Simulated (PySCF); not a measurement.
# C4H6BN: the cost of one run

Computed with PySCF 2.14.0 and routines of our own; the level stands in each step. Atoms count from 0.

## 1. The system as given

12 atoms, charge 0, multiplicity 1; geometry from: GFN2-xTB.

## 2. Relaxing the molecule at BHandHLYP/def2-SVP

The job: settings as JSON, then the geometry in Å.

```
{"job": {"xc": "BHandHLYP", "basis": "def2-SVP", "grid": 1, "kind": "geom"}, "charge": 0, "multiplicity": 1}
B      1.268921     0.729439     0.004026
C     -0.072734     1.432213     0.033995
C     -1.217220     0.691477     0.026410
C     -1.170588    -0.720109    -0.009774
C      0.024174    -1.367726    -0.036363
N      1.192562    -0.683852    -0.029966
H      2.324224     1.239221     0.006443
H     -0.173018     2.510345     0.062450
H     -2.193615     1.160920     0.047532
H     -2.086611    -1.290109    -0.015777
H      0.077853    -2.448988    -0.063898
H      2.027250    -1.253516    -0.051107
```

On the command line:

```
$ OMP_NUM_THREADS=1 python excited_run.py task.json out
```

This one command runs all jobs of the session in turn.

**Question.** How long does this first job take on 1 thread of Arm Neoverse N1, shared host, and how much memory does it need?

About 24 s, with a peak of 0.5 GiB.
